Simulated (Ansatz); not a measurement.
# H₆LiNSi₂: a ladder of functionals and wavefunction methods

How much do the methods differ for H₆LiNSi₂? The plan is to run it at one geometry with functionals of several rungs and with coupled cluster, and see how far each lands from CCSD(T) at the basis-set limit for the atomisation energy.

Method: functionals in def2-TZVPP, the program's frozen cores in correlated methods; program: Ansatz 0.2.0, Gaussian basis.

Levels to be run: LDA (SPW92), PBE-D4, revPBE-D4, BLYP-D4, r2SCAN-D4, B97M-V, PBE0-D4, B3LYP-D4, r2SCANh-D4, r2SCAN0-D4, HSE06-D4, BHLYP-D4, CAM-B3LYP-D4, LC-ωPBE, ωB97X-V, ωB97M-V, B2PLYP, PBE-QIDH; CCSD(T)/def2-SVP; CCSD(T)/def2-TZVPP; MP2/def2-QZVPP; extrapolation to the limit; RPA on PBE.

### 1 The relaxed structure

The geometry comes from an earlier relaxation with PBE0-D4 in a triple-zeta def2 set; it is a stationary point, not always the lowest conformer.

10 atoms, charge 0, spin multiplicity 1.

Atoms are counted from 1 here; the program's logs count them from 0.

Bond lengths: Li1–N2 1.794 Å, Li1–Si3 2.476 Å, Li1–H5 2.037 Å, N2–Si3 1.674 Å, N2–Si4 1.690 Å, Si3–H5 1.542 Å, Si3–H6 1.494 Å, Si3–H7 1.494 Å, Si4–H8 1.497 Å, Si4–H9 1.497 Å, Si4–H10 1.497 Å. Angles: N2–Li1–Si3 42.5°, N2–Li1–H5 81.0°, Si3–Li1–H5 38.4°, Li1–N2–Si3 91.0°, Li1–N2–Si4 136.7°, Si3–N2–Si4 132.3°, Li1–Si3–N2 46.4°, Li1–Si3–H5 55.2°, Li1–Si3–H6 125.9°, Li1–Si3–H7 125.9°, N2–Si3–H5 101.6°, N2–Si3–H6 118.6°, N2–Si3–H7 118.6°, H5–Si3–H6 104.6°, H5–Si3–H7 104.6°, H6–Si3–H7 106.9°, N2–Si4–H8 109.9°, N2–Si4–H9 114.0° and more.

Geometry (Å):

```mol
H6LiNSi2
  3D, bonds by distance, orders not assigned

 10 11  0  0  0  0  0  0  0  0999 V2000
   -1.6354   -0.3122   -1.4488 Li  0  0
   -0.3600   -0.2450   -0.1887 N   0  0
    0.1902    1.2209   -0.7813 Si  0  0
    0.1489   -1.2133    1.0999 Si  0  0
   -0.7728    1.4601   -1.9620 H   0  0
    0.0450    2.4369    0.0742 H   0  0
    1.5530    1.2785   -1.3904 H   0  0
   -0.7047   -2.4404    1.1835 H   0  0
    0.0563   -0.5450    2.4366 H   0  0
    1.5626   -1.6917    0.9801 H   0  0
  1  2  8  0
  1  3  8  0
  1  5  8  0
  2  3  8  0
  2  4  8  0
  3  5  8  0
  3  6  8  0
  3  7  8  0
  4  8  8  0
  4  9  8  0
  4 10  8  0
M  END
```

### 2 LDA

This LDA is Slater exchange with PW92 correlation.

The input, in.yaml:

```yaml
crystal:
  periodic: [false, false, false]
  atoms:
    - {symbol: Li, position_ang: [-1.635353, -0.312223, -1.448758]}
    - {symbol: N, position_ang: [-0.360013, -0.244961, -0.188726]}
    - {symbol: Si, position_ang: [0.190242, 1.220909, -0.781281]}
    - {symbol: Si, position_ang: [0.148851, -1.213317, 1.099932]}
    - {symbol: H, position_ang: [-0.772793, 1.460143, -1.962013]}
    - {symbol: H, position_ang: [0.044979, 2.436867, 0.074166]}
    - {symbol: H, position_ang: [1.552967, 1.278541, -1.390450]}
    - {symbol: H, position_ang: [-0.704729, -2.440359, 1.183461]}
    - {symbol: H, position_ang: [0.056273, -0.544990, 2.436576]}
    - {symbol: H, position_ang: [1.562577, -1.691712, 0.980093]}
basis:
  gaussian: {orbitals: def2-TZVPP}
hamiltonian: {xc: lda}
output: {orbitals: {seedname: orbitals}}
```

Further steps of the session: PBE-D4 (GGA); revPBE-D4 (GGA); BLYP-D4 (GGA); r2SCAN-D4 (meta-GGA); B97M-V (meta-GGA); PBE0-D4 (hybrid); B3LYP-D4 (hybrid); r2SCANh-D4 (hybrid); r2SCAN0-D4 (hybrid); HSE06-D4 (hybrid); BHLYP-D4 (hybrid); CAM-B3LYP-D4 (range-separated); LC-ωPBE-D4 (range-separated); ωB97X-V (range-separated); ωB97M-V (range-separated); B2PLYP (double hybrid); PBE-QIDH (double hybrid); CCSD(T) in def2-SVP; CCSD(T) in def2-TZVPP; MP2 in def2-QZVPP; RPA on PBE orbitals.

Before running them: what should the planned runs give, taken together? Wanted: atomisation energy, CCSD(T)/CBS; farthest beyond LDA; mean size of error, GGA; mean size of error, meta-GGA; mean size of error, hybrid; mean size of error, range-separated; mean size of error, double hybrid; gap, smallest and largest; T1 diagnostic.

The runs gave:

```
                               quantity                                             value
        atomisation energy, CCSD(T)/CBS                                         31.312 eV
    functionals within 0.157 eV (0.5 %)  B97M-V, B3LYP-D4, CAM-B3LYP-D4, ωB97X-V, ωB97M-V
                    farthest beyond LDA                             revPBE-D4 (-0.994 eV)
                mean size of error, GGA                                          0.622 eV
           mean size of error, meta-GGA                                          0.179 eV
             mean size of error, hybrid                                          0.534 eV
    mean size of error, range-separated                                          0.197 eV
      mean size of error, double hybrid                                          0.658 eV
              gap, smallest and largest              3.33 eV (BLYP-D4), 9.18 eV (LC-ωPBE)
                          T1 diagnostic                                            0.0114
triples share of the correlation energy                                             3.4 %
```

What this shows: The LDA atomisation energy is off by 3.025 eV (10 %): it overbinds. PBE-D4 misses by -0.514 eV. Double hybrids carry the basis error of their MP2 part in triple zeta, and no dispersion term here, so their miss is partly the set-up's. Taken by rung, meta-GGA functionals do best (0.179 eV on average) and double hybrid ones worst beyond LDA (0.658 eV). The gap between the best rungs is small, so their order is not settled. The reference freezes the cores and leaves out relativity and excitations past (T), so misses under about 0.157 eV can't be ranked. Hartree-Fock recovers 73 % of the binding; the rest is correlation. CCSD(T) in def2-SVP is off by -2.637 eV, more than most functionals: a good method in a small basis is no reference. The gap grows from 3.3 to 9.2 eV across the functionals, mostly with the share of exact exchange. Correlated methods include outer-core shells of Li, which these sets cover unevenly.
